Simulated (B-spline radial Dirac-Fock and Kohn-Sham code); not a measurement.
# Inner shells of Rb

Wanted for neutral rubidium: its X-ray form factor and Compton profile, the binding energy of each subshell, how cheaper methods do for the levels and its two-hole states.

Program: B-spline radial Dirac-Fock and Kohn-Sham code, version 2. Model: a free atom or ion on a radial basis; each step names its model. All values are calculated, but those marked as tabulated.

**1. What is computed**

The Rb atom, configuration [Kr] 4d1 (an excited configuration).

```yaml
nuclear_charge: 37
electrons: 37
mass_number: 85
nuclear_rms_radius: 4.2036 fm
```

Outer shells as boxes (Hund's rule, for the drawing alone; heavy ions are jj-coupled, and the calculation averages over the configuration):

```
[Kr] core
4d [↑ ][  ][  ][  ][  ]
```

**2. Scattering by the electron cloud**

Model: Dirac-Fock average of configuration, finite nucleus; form factor of the spherical density, Waller-Hartree incoherent function, impulse-approximation Compton profiles.

Settings, as recorded:

```ini
task = scatter
Z = 37
charge = 0
configuration = 1s2 2s2 2p6 3s2 3p6 3d10 4s2 4p6 4d1
mass_number = 85
rms_radius = 4.2036  # fm
s = [0.0, 0.05, 0.1, 0.15, 0.2, 0.25, 0.3, 0.35, 0.4, 0.45, 0.5, 0.6, 0.7, 0.8, 0.9, 1.0, 1.1, 1.2, 1.4, 1.6, 1.8, 2.0, 2.5, 3.0, 3.5, 4.0, 5.0, 6.0]  # 1/A
pz = [0, 0.1, 0.14, 0.2, 0.29, 0.41, 0.58, 0.82, 1.2, 1.7, 2.4, 3.4, 4.8, 6.8, 9.6, 14.0, 19.0, 28.0, 39.0, 56.0, 79.0]  # a.u.
photon_energy = [1000, 5000, 10000, 17479.3, 20000, 100000, 500000, 1000000]  # eV
```

From the run's result record (rounded, not every field):

```text
status: converged
form_factor [e]: [37.0, 35.61, 33.882, 31.734, 29.386, 27.142, 25.146, 23.423, 21.929, 20.604, 19.392, 17.17, 15.128, 13.272, 11.644, 10.269, 9.1456, 8.2504, 6.9966, 6.209, 5.6562, 5.2012, 4.1681, 3.2383, 2.5063, 1.9927, 1.4365, 1.1857]
incoherent: [-2.6814e-12, 1.6006, 3.2139, 5.1383, 7.0218, 8.774, 10.393, 11.862, 13.17, 14.331, 15.374, 17.237, 18.915, 20.453, 21.857, 23.132, 24.283, 25.317, 27.062, 28.444, 29.553, 30.467, 32.194, 33.383, 34.194, 34.75, 35.441, 35.874]
compton_total [1/a.u.]: [8.1375, 8.098, 8.0097, 7.712, 7.0636, 6.3588, 5.6791, 4.7909, 3.5625, 2.6788, 2.1777, 1.6574, 1.0423, 0.56554, 0.29572, 0.13207, 0.061475, 0.02069, 0.0071141, 0.0017913, 0.00039502]
shells: ["1s1/2", "2s1/2", "2p1/2", "2p3/2", "3s1/2", "3p1/2", "3p3/2", "3d3/2", "3d5/2", "4s1/2", "4p1/2", "4p3/2", "4d3/2", "4d5/2"]
occupation: [2.0, 2.0, 2.0, 4.0, 2.0, 2.0, 4.0, 4.0, 6.0, 2.0, 2.0, 4.0, 0.4, 0.6]
mean_momentum [a.u.]: [32.401, 11.177, 15.037, 14.644, 4.9342, 5.8547, 5.7387, 6.5315, 6.4865, 1.6792, 1.7602, 1.7224, 0.38336, 0.38408]
r2 [bohr^2]: 128.21
r_inverse [1/bohr]: 194.47
r1 [bohr]: 33.006
coherent [b]: [839.58, 493.37, 277.17, 139.21, 116.0, 8.8848, 0.42541, 0.10802]
incoherent_cross_section [b]: [1.0962, 5.8494, 9.6538, 13.053, 13.824, 16.744, 10.601, 7.7885]
radial_jk:
  4d: {"j0": [1.0, 0.17682, -0.0042165, 1.7447e-05, -0.00034259, -0.00083497, -0.00080122, -0.00054401, -0.00025392, -8.0585e-06, 0.0001722, 0.00035451, 0.00037934, 0.00033029, 0.00025795, 0.00018699, 0.00012707, 8.0335e-05, 2.106e-05, -6.9858e-06, -1.7794e-05, -1.9998e-05, -1.3772e-05, -7.0028e-06, -3.1564e-06, -1.3125e-06, -1.4783e-07, 3.6178e-08], "j2": [0.0, 0.21438, 0.0727, 0.0192, 0.008426, 0.0046518, 0.0026529, 0.0014604, 0.00073883, 0.00031259, 7.4409e-05, -9.1264e-05, -7.4098e-05, -7.8694e-06, 5.5802e-05, 0.0001015, 0.00012822, 0.00013973, 0.00013451, 0.00011268, 8.798e-05, 6.5905e-05, 2.8887e-05, 1.1561e-05, 4.2625e-06, 1.3687e-06, -8.1961e-08, -1.7785e-07], "j4": [0.0, 0.066711, 0.093571, 0.042167, 0.018639, 0.009898, 0.0060783, 0.0040439, 0.0027918, 0.0019519, 0.0013619, 0.000633, 0.00025737, 7.5168e-05, -1.2294e-06, -2.2316e-05, -1.6882e-05, -8.0266e-07, 3.441e-05, 5.801e-05, 6.8611e-05, 7.0045e-05, 5.58e-05, 3.7562e-05, 2.3736e-05, 1.4672e-05, 5.6249e-06, 2.2655e-06], "r2": 96.681, "r4": 16435.0, "r6": 4232700.0}
```

The scattering functions against s = sin θ / λ:

| s (1/Å) | f (e) | f / N | S(s) |
| --- | --- | --- | --- |
| 0 | 37.00 | 1.000 | 0 |
| 0.100 | 33.88 | 0.916 | 3.214 |
| 0.200 | 29.39 | 0.794 | 7.022 |
| 0.300 | 25.15 | 0.680 | 10.39 |
| 0.400 | 21.93 | 0.593 | 13.17 |
| 0.500 | 19.39 | 0.524 | 15.37 |
| 0.700 | 15.13 | 0.409 | 18.91 |
| 0.900 | 11.64 | 0.315 | 21.86 |
| 1.10 | 9.146 | 0.247 | 24.28 |
| 1.40 | 6.997 | 0.189 | 27.06 |
| 1.80 | 5.656 | 0.153 | 29.55 |
| 2.50 | 4.168 | 0.113 | 32.19 |
| 3.50 | 2.506 | 0.068 | 34.19 |
| 5.00 | 1.436 | 0.039 | 35.44 |

**3. Core and valence levels**

Model: Dirac-Fock average of configuration, Delta-SCF, finite nucleus, first-order Breit with its frequency dependence, self-energy and vacuum polarisation.

Recorded inputs:

```ini
task = binding
```

From the run's result record (rounded, not every field):

```text
status: converged
shells: ["K", "L1", "L2", "L3", "M1", "M2", "M3", "M4", "M5", "N1", "N2", "N3", "N4,5"]
total_energy_parts [Ha]: [-2979.7256, 1.73595799, -0.1675698, -0.00828331161, 1.16267494, -0.12049847]
koopmans [eV]: [15298.3, 2110.78, 1907.11, 1845.82, 343.615, 269.025, 259.408, 129.094, 127.46, 44.3813, 24.4437, 23.4619, 1.62766]
dirac_coulomb [eV]: [15241.0, 2080.36, 1874.11, 1813.38, 331.767, 257.112, 247.723, 116.937, 115.396, 40.1902, 20.7181, 19.8184, 1.62636]
gaunt [eV]: [-25.9253, -1.95719, -3.6638, -2.58594, -0.198436, -0.425307, -0.255677, -0.0319094, 0.0371929, -0.0159357, -0.0298552, -0.0135796, 0.000479216]
retardation [eV]: [1.72767, 0.0868723, 0.397595, 0.397597, 0.00275588, 0.0472219, 0.0469431, -0.00452168, -0.00452646, -0.00033187, 0.00322906, 0.00324238, -7.19589e-05]
breit_frequency [eV]: [0.0984334, -0.0127154, -0.00256486, 0.0426382, -0.00243062, -0.0014042, 0.00611856, -0.00143072, -0.00124447, -0.000364877, -0.000225169, 0.000522727, -6.59785e-06]
self_energy [eV]: [-13.252, -1.46862, 0.153954, 0.0228216, -0.247893, 0.0280673, 0.00782048, 0.0245446, 0.0193164, -0.0290681, 0.00381266, 0.00181494, 5.03764e-05]
vacuum_polarisation [eV]: [1.40722, 0.14502, -0.00902982, -0.0107256, 0.0238402, -0.00193043, -0.0022317, -0.00180764, -0.00178548, 0.00281148, -0.000271497, -0.000298984, -3.41994e-06]
binding [eV]: [15205.0, 2077.16, 1870.99, 1811.25, 331.345, 256.758, 247.526, 116.922, 115.445, 40.1473, 20.6948, 19.8101, 1.62681]
mean_radius [bohr]: [0.040278, 0.17706, 0.152311, 0.156341, 0.507257, 0.509447, 0.519223, 0.52074, 0.524398, 1.47346, 1.69869, 1.7334, 9.01776]
```

total_energy_parts: Dirac-Coulomb, Gaunt, retardation, frequency dependence, self-energy, vacuum polarisation. 

The binding energies by parts, in eV; the parts add up.

| level | -ε | relaxation | Breit | QED | binding |
| --- | --- | --- | --- | --- | --- |
| K (1s) | 15298.3 | -57.30 | -24.10 | -11.84 | 15205.0 |
| L1 (2s) | 2110.8 | -30.42 | -1.88 | -1.32 | 2077.2 |
| L2 (2p1/2) | 1907.1 | -33.00 | -3.27 | 0.14 | 1871.0 |
| L3 (2p3/2) | 1845.8 | -32.44 | -2.15 | 0.01 | 1811.2 |
| M1 (3s) | 343.6 | -11.85 | -0.20 | -0.22 | 331.3 |
| M2 (3p1/2) | 269.0 | -11.91 | -0.38 | 0.03 | 256.8 |
| M3 (3p3/2) | 259.4 | -11.69 | -0.20 | 0.01 | 247.5 |
| M4 (3d3/2) | 129.1 | -12.16 | -0.04 | 0.02 | 116.9 |
| M5 (3d5/2) | 127.5 | -12.06 | 0.03 | 0.02 | 115.4 |
| N1 (4s) | 44.38 | -4.19 | -0.02 | -0.03 | 40.15 |
| N2 (4p1/2) | 24.44 | -3.73 | -0.03 | 0.00 | 20.69 |
| N3 (4p3/2) | 23.46 | -3.64 | -0.01 | 0.00 | 19.81 |
| N4,5 (4d) | 1.63 | 0.00 | 0.00 | 0.00 | 1.63 |

X-ray lines as differences of these levels:

```csv
line,energy (eV)
Kβ2' (K-N3),15185.2
Kβ2'' (K-N2),15184.4
Kβ1 (K-M3),14957.5
Kβ3 (K-M2),14948.3
Kα1 (K-L3),13393.8
Kα2 (K-L2),13334.1
Lγ3 (L1-N3),2057.3
Lγ2 (L1-N2),2056.5
Lγ5 (L2-N1),1830.8
Lβ3 (L1-M3),1829.6
Lβ4 (L1-M2),1820.4
Lβ6 (L3-N1),1771.1
Lβ1 (L2-M4),1754.1
Lα1 (L3-M5),1695.8
```

**4. The levels by Dirac LDA**

Model: Dirac-Kohn-Sham LDA (Slater exchange, VWN correlation), finite nucleus, spherical and without spin polarisation.

Recorded inputs:

```ini
task = binding-ladder
method = lda,vwn
relativity = dirac
```

From the run's result record (rounded, not every field):

```text
status: converged
shells: ["K", "L1", "L2", "L3", "M1", "M2", "M3", "M4", "M5", "N1", "N2", "N3", "N4,5"]
minus_eigenvalue [eV]: [15005.2, 2005.55, 1820.72, 1760.05, 298.024, 231.783, 222.647, 106.251, 104.699, 33.0816, 17.7545, 16.8549, 0.633323]
delta_scf [eV]: [15236.1, 2041.64, 1865.82, 1803.57, 309.605, 243.342, 233.99, 117.679, 116.052, 37.1202, 21.3066, 20.3389, 1.95922]
total_energy [Ha]: -2977.80432
dirac_fock_binding [eV]: [15205.0, 2077.16, 1870.99, 1811.25, 331.345, 256.758, 247.526, 116.922, 115.445, 40.1473, 20.6948, 19.8101, 1.62681]
```

Against the Dirac-Fock value with Breit and QED (eV):

```csv
level,-ε,miss,ΔSCF,miss,Dirac-Fock
K,15005.2,-199.9,15236.1,+31.1,15205.0
L1,2005.5,-71.6,2041.6,-35.5,2077.2
L2,1820.7,-50.3,1865.8,-5.2,1871.0
L3,1760.1,-51.2,1803.6,-7.7,1811.2
M1,298.0,-33.3,309.6,-21.7,331.3
M2,231.8,-25.0,243.3,-13.4,256.8
M3,222.6,-24.9,234.0,-13.5,247.5
M4,106.3,-10.7,117.7,+0.8,116.9
M5,104.7,-10.7,116.1,+0.6,115.4
N1,33.08,-7.1,37.12,-3.0,40.15
N2,17.75,-2.9,21.31,+0.6,20.69
N3,16.85,-3.0,20.34,+0.5,19.81
"N4,5",0.63,-1.0,1.96,+0.3,1.63
```

**5. Two holes**

Model: Dirac-Fock average of configuration, Delta-SCF, finite nucleus, first-order Breit with its frequency dependence, self-energy and vacuum polarisation; two-hole levels by intermediate coupling within the shell, Auger rates as independent-particle Coulomb matrix elements.

The run's settings:

```ini
task = double
```

From the run's result record (rounded, not every field):

```text
status: converged
single_binding [eV]:
  K: 15205.05
  L1: 2077.156
  L2: 1870.991
  L3: 1811.246
  M1: 331.3452
  M2: 256.7584
  M3: 247.5262
  M4: 116.922
  M5: 115.445
  N1: 40.1473
  N2: 20.69484
  N3: 19.81007
  N4,5: 1.626813
double_binding [eV]:
  KK: 30955.93
  KL2: 17218.78
  KL3: 17152.36
  KM2: 15499.49
  KM3: 15489.01
  KM4: 15353.02
  KM5: 15351.26
  L1L1: 4236.838
  L1L2: 4023.579
  L1L3: 3962.694
  L1M2: 2366.43
  L1M3: 2356.625
  L1M4: 2226.507
  L1M5: 2224.792
  L2L2: 3844.109
  L2L3: 3774.74
  L2M1: 2234.718
  L2M3: 2151.499
  L2M4: 2019.198
  L2M5: 2019.184
  L3L3: 3716.093
  L3M1: 2174.906
  L3M2: 2101.494
  L3M4: 1961.021
  L3M5: 1958.397
  M4M4: 259.81
  M4M5: 258.8007
  M5M5: 256.9308
  M2M2: 541.4266
  M2M3: 529.5566
  M3M3: 520.8878
kalpha_Ln [eV]:
  - [0, 13373.86, 13781.39]
  - [1, 13418.57, 13827.35]
  - [2, 13464.39, 13874.42]
  - [3, 13511.32, 13922.62]
  - [4, 13559.39, 13971.96]
  - [5, 13608.61, 14022.47]
auger_lines [eV]:
  K-L123: [["L2L3", 2, 0.984291, 11424.6, 0.337756], ["L1L2", 1, 0.81089, 11164.0, 0.122536], ["L3L3", 2, 0.984291, 11494.1, 0.0879842], ["L1L1", 0, 0.987828, 10962.8, 0.0488221], ["L1L3", 1, 0.81089, 11231.7, 0.0414725], ["L2L2", 0, 0.965837, 11359.8, 0.0237978]]
  L2-M45: [["M4M5", 4, 0.862914, 1609.32, 0.304974], ["M4M5", 3, 1.0, 1615.42, 0.0397908], ["M5M5", 2, 0.72323, 1612.12, 0.0387308], ["M4M5", 2, 0.591586, 1610.39, 0.0370504], ["M5M5", 4, 0.862914, 1616.7, 0.0206277], ["M4M4", 2, 0.397535, 1614.8, 0.0139547]]
  L3-M45: [["M4M5", 4, 0.862914, 1549.58, 0.310328], ["M5M5", 4, 0.862914, 1556.95, 0.0689029], ["M4M4", 2, 0.397535, 1555.06, 0.0396815], ["M4M5", 3, 1.0, 1555.68, 0.0392982], ["M5M5", 2, 0.72323, 1552.37, 0.0260443], ["M4M5", 2, 0.591586, 1550.65, 0.021852]]
  L2-M23: [["M2M3", 2, 0.950875, 1339.36, 0.111294], ["M2M3", 1, 1.0, 1343.86, 0.0508897], ["M2M2", 0, 0.858547, 1326.78, 0.0477633], ["M3M3", 2, 0.950875, 1352.01, 0.00290468], ["M3M3", 0, 0.858547, 1346.46, 0.00177995]]
```

Auger rows: leading holes, J, purity, kinetic energy, width; the six strongest of each group. kalpha_Ln rows: L holes, Kα centroid, hypersatellite. Left out are hole states that did not converge, or in which two open shells of one symmetry are about equally filled, where the average of configuration falls too low.

Hole-hole repulsion U = E(ab) - E(a) - E(b), in eV:

```
holes   double  sum of singles      U
  K K  30955.9         30410.1  545.8
 K L2  17218.8         17076.0  142.7
 K L3  17152.4         17016.3  136.1
 K M2  15499.5         15461.8  37.68
 K M3  15489.0         15452.6  36.43
 K M4  15353.0         15322.0  31.05
 K M5  15351.3         15320.5  30.77
L1 L1   4236.8          4154.3  82.53
L1 L2   4023.6          3948.1  75.43
L1 L3   3962.7          3888.4  74.29
L1 M2   2366.4          2333.9  32.52
L1 M3   2356.6          2324.7  31.94
L1 M4   2226.5          2194.1  32.43
L1 M5   2224.8          2192.6  32.19
L2 L2   3844.1          3742.0  102.1
L2 L3   3774.7          3682.2  92.50
L2 M1   2234.7          2202.3  32.38
L2 M3   2151.5          2118.5  32.98
L2 M4   2019.2          1987.9  31.29
L2 M5   2019.2          1986.4  32.75
L3 L3   3716.1          3622.5  93.60
L3 M1   2174.9          2142.6  32.31
```

**6. Cost and miss of the cheaper method**

| method | level | eigenvalue miss (%) | ΔSCF miss (%) | time |
| --- | --- | --- | --- | --- |
| Dirac LDA | K | -1.31 | +0.20 | 11 s |
| Dirac-Fock + Breit + QED | all | - | reference | 15 s |

Times cover the ground state and all hole states of a step, on one thread of a shared host; states solved in an earlier step are reused, and a first call can include compiling.

**7. Results**

| quantity | value |
| --- | --- |
| rms radius of the electron cloud | 1.86 bohr |
| form factor halves at | 0.54 1/Å |
| Compton profile at zero | 8.137 1/a.u. |
| deepest level listed, K (1s) | 15205.0 eV |
| least bound, N4,5 (4d) | 1.63 eV |
| Kα1 | 13393.8 eV |
| Dirac LDA, K: eigenvalue / ΔSCF | 15005.2 / 15236.1 eV |
| largest U, K K | 545.8 eV |
| Kα hypersatellite shift | +407.5 eV |
| strongest line of K-L123 | L2L3, J = 2, 11424.6 eV |

In words: f falls from 37 to half of that at s = 0.54 1/Å. Incoherent scattering outweighs coherent from 100 keV on, among the energies asked. The K (1s) level lies 57.3 eV under Koopmans' value by relaxation alone; Breit gives -24.10 and QED -11.84 eV. Dirac LDA misses the K level by -1.3 % with its eigenvalue and by +0.2 % with ΔSCF, so total-energy differences mend most of the error. U runs from 25.27 eV (M2 M3) to 545.8 eV (K K). An empty K shell moves Kα up by 408 eV. In the K-L123 Auger group the L2L3 J = 2 line carries 48 % of the rate. The Hartree-Fock and Dirac-Fock values hold no electron correlation.
